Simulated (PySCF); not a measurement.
# Br⁻ at other levels of theory

What do other methods print for Br⁻?

Computed with PySCF 2.14.0. Level: each script names its method and basis.

1 further run of the same task is left out (it didn't finish).

### Step 1. The atom

Br⁻: 1 atom, charge -1, spin multiplicity 1.

### Step 2. Base script

Contents of input.py:

```python
from pyscf import gto, dft
from pyscf.prop.polarizability import rhf as pol

mol = gto.M(
    atom='Br 0 0 0',
    basis='jorge-dzp',
    charge=-1,
    spin=0,
    verbose=4,
)
mf = dft.RKS(mol, xc='pbesol')
mf.kernel()
print('polarizability (a.u.)')
print(pol.Polarizability(mf).polarizability().round(4))
mf.dip_moment()
print('orbital energies (hartree):', mf.mo_energy[..., max(0, mol.nelec[1]-3):mol.nelec[0]+3].round(4))
```

Started as:

```
$ OMP_NUM_THREADS=1 python input.py
```

### Step 3. Wb97x

Variant 1 changes functional: pbesol → wb97x.

input.py, as its differences from that of step 2:

```diff
@@ -10,3 +10,3 @@
 )
-mf = dft.RKS(mol, xc='pbesol')
+mf = dft.RKS(mol, xc='wb97x')
 mf.kernel()
```

### Step 4. CCSD (RHF)

Variant 2 changes step after the SCF: polarizability → ccsd; SCF type: RKS → RHF; functional: pbesol → none (Hartree–Fock).

Contents of input.py:

```python
from pyscf import gto, scf, cc

mol = gto.M(
    atom='Br 0 0 0',
    basis='jorge-dzp',
    charge=-1,
    spin=0,
    verbose=4,
)
mf = scf.RHF(mol)
mf.kernel()
mycc = cc.CCSD(mf)
mycc.kernel()
mf.dip_moment()
print('orbital energies (hartree):', mf.mo_energy[..., max(0, mol.nelec[1]-3):mol.nelec[0]+3].round(4))
```

### Step 5. Population analysis

Variant 3 changes step after the SCF: polarizability → analyze.

Contents of input.py:

```python
from pyscf import gto, dft

mol = gto.M(
    atom='Br 0 0 0',
    basis='jorge-dzp',
    charge=-1,
    spin=0,
    verbose=4,
)
mf = dft.RKS(mol, xc='pbesol')
mf.kernel()
mf.analyze()
print('orbital energies (hartree):', mf.mo_energy[..., max(0, mol.nelec[1]-3):mol.nelec[0]+3].round(4))
```

### Step 6. O3lyp

Variant 4 changes functional: pbesol → o3lyp.

input.py, as its differences from that of step 2:

```diff
@@ -10,3 +10,3 @@
 )
-mf = dft.RKS(mol, xc='pbesol')
+mf = dft.RKS(mol, xc='o3lyp')
 mf.kernel()
```

### Step 7. CCSD(T) (RHF)

Variant 5 changes step after the SCF: polarizability → ccsd(t); SCF type: RKS → RHF; functional: pbesol → none (Hartree–Fock).

Contents of input.py:

```python
from pyscf import gto, scf, cc

mol = gto.M(
    atom='Br 0 0 0',
    basis='jorge-dzp',
    charge=-1,
    spin=0,
    verbose=4,
)
mf = scf.RHF(mol)
mf.kernel()
mycc = cc.CCSD(mf)
mycc.kernel()
mycc.ccsd_t()
mf.dip_moment()
print('orbital energies (hartree):', mf.mo_energy[..., max(0, mol.nelec[1]-3):mol.nelec[0]+3].round(4))
```

Q: Predict the outcome of this session. Wanted: for each run, E(SCF); from base; gap; after the SCF.

**Answer**, as computed:

```tsv
run	E(SCF) (hartree)	from base (eV)	cycles	gap (eV)	after the SCF
base	-2572.068600	0	7	19.56	n/a
wb97x	-2574.157216	not comparable	7	27.46	n/a
CCSD (RHF)	-2572.381817	not comparable	7	31.16	CCSD correlation -16.320 eV
population analysis	-2572.068600	0.0000	7	19.56	n/a
o3lyp	-2574.674195	not comparable	7	21.16	n/a
CCSD(T) (RHF)	-2572.381817	not comparable	7	31.16	CCSD(T) correlation -16.427 eV
```

What this shows: The highest filled level of this anion is positive: the basis lacks diffuse functions or the electron is not bound, so these numbers hang on the basis. The gap between the frontier levels is 19.6 eV with pbesol (0 % exact exchange) and 21.2 eV with o3lyp (12 %). On the same reference and core, CCSD(T) gains 16.43 eV in 2.6 s; CCSD reaches 99 % of that in 1.8 s. Total energies of different functionals can't be compared with each other; differences within one functional can.
